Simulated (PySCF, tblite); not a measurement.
**C2H7F3N2Si: geometry, infrared bands and NMR shifts**

What infrared bands and NMR shifts should C2H7F3N2Si (`N[Si@H](F)NCC(F)F`) show?

Programs: tblite 0.8.0 and PySCF 2.14.0, with density-fitted response routines of our own. Each step states its level of theory. These are calculated values for one molecule in the gas phase, unless marked as measured. Atoms count from 0, in the outputs and in this text.

## 1. Starting geometry

15 atoms, charge 0, multiplicity 1; geometry from: force field or distance geometry start.

Bonds of the start (Å): N0–Si1 1.72, Si1–F2 1.72, Si1–N3 1.79, N3–C4 1.44, C4–C5 1.51, C5–F6 1.39, C5–F7 1.37, N0–H8 1.03, N0–H9 1.03, Si1–H10 1.47, N3–H11 1.03, C4–H12 1.12, C4–H13 1.13, C5–H14 1.13.

## 2. Optimising the geometry with GFN2-xTB

What the job is given:

```
{"job": {"kind": "relax", "xc": "GFN2-xTB", "basis": "xTB"}, "charge": 0, "multiplicity": 1}
N     -2.810000    -0.111300    -0.503600
Si    -1.170500    -0.430400    -0.083700
F     -1.092200    -0.607900     1.622600
N     -0.022700     0.858800    -0.540800
C      1.144300     0.919200     0.302400
C      1.951900    -0.357400     0.270500
F      2.394500    -0.653200    -1.016900
F      1.203400    -1.361200     0.824400
H     -3.519200    -0.835900    -0.337200
H     -3.153000     0.860700    -0.499300
H     -0.722000    -1.670000    -0.726900
H      0.263200     0.706800    -1.521000
H      0.857200     1.147500     1.364600
H      1.783400     1.766700    -0.072200
H      2.887200    -0.224500     0.895400
```

Launch:

```console
$ OMP_NUM_THREADS=1 python probes_run.py task.json out
```

This one command runs all jobs of the session in turn.

**Question.** This job is followed by: GFN2-xTB harmonic vibrations, gas phase; GIAO PBE0/pcSseg-1 NMR shielding, non-relativistic, gas phase. Predict these results of the whole session: strongest single infrared mode (GFN2-xTB); zero-point energy (GFN2-xTB); 13C shifts against TMS (PBE0/pcSseg-1); 1H shifts against TMS (PBE0/pcSseg-1, means over atoms taken as alike); 15N shifts against NH3 (PBE0/pcSseg-1); 29Si shifts against TMS (PBE0/pcSseg-1); 19F shifts against CFCl3 (PBE0/pcSseg-1); surface potential, 1st and 99th percentile.

The runs gave:

| quantity | value |
| --- | --- |
| strongest single infrared mode (GFN2-xTB) | 2379 cm⁻¹, 228 km/mol |
| zero-point energy (GFN2-xTB) | 64.3 kcal/mol |
| 13C shifts against TMS (PBE0/pcSseg-1) | 122.2, 48.9 ppm |
| 1H shifts against TMS (PBE0/pcSseg-1, means over atoms taken as alike) | 6.04, 4.89, 3.36, 3.27, 1.06, 1.06 ppm |
| 15N shifts against NH3 (PBE0/pcSseg-1) | 35.5, 26.3 ppm |
| 29Si shifts against TMS (PBE0/pcSseg-1) | -32.0 ppm |
| 19F shifts against CFCl3 (PBE0/pcSseg-1) | -147.3, -151.4, -156.3 ppm |
| surface potential, 1st and 99th percentile | -1.21 V and 1.61 V |

In words: Over 89 steps the energy fell by 0.713 eV; of the close pairs, Si1–F2 changed most, 1.717 to 1.622 Å. No mode is imaginary among the 39: a minimum at this level. The strongest single mode, at 2379 cm⁻¹, moves mainly H10. GFN2-xTB is a fitted tight-binding method: band positions and strengths are rough. Its intensities can rank the bands wrongly. The most deshielded hydrogen is H14 (hydrogen on an sp3 CH bonded to 2 F), at 6.04 ppm: its carbon carries F, an electronegative neighbour. At PBE0/pcSseg-1: The largest span, 222 ppm, is at F6, where the paramagnetic term is -152 ppm.
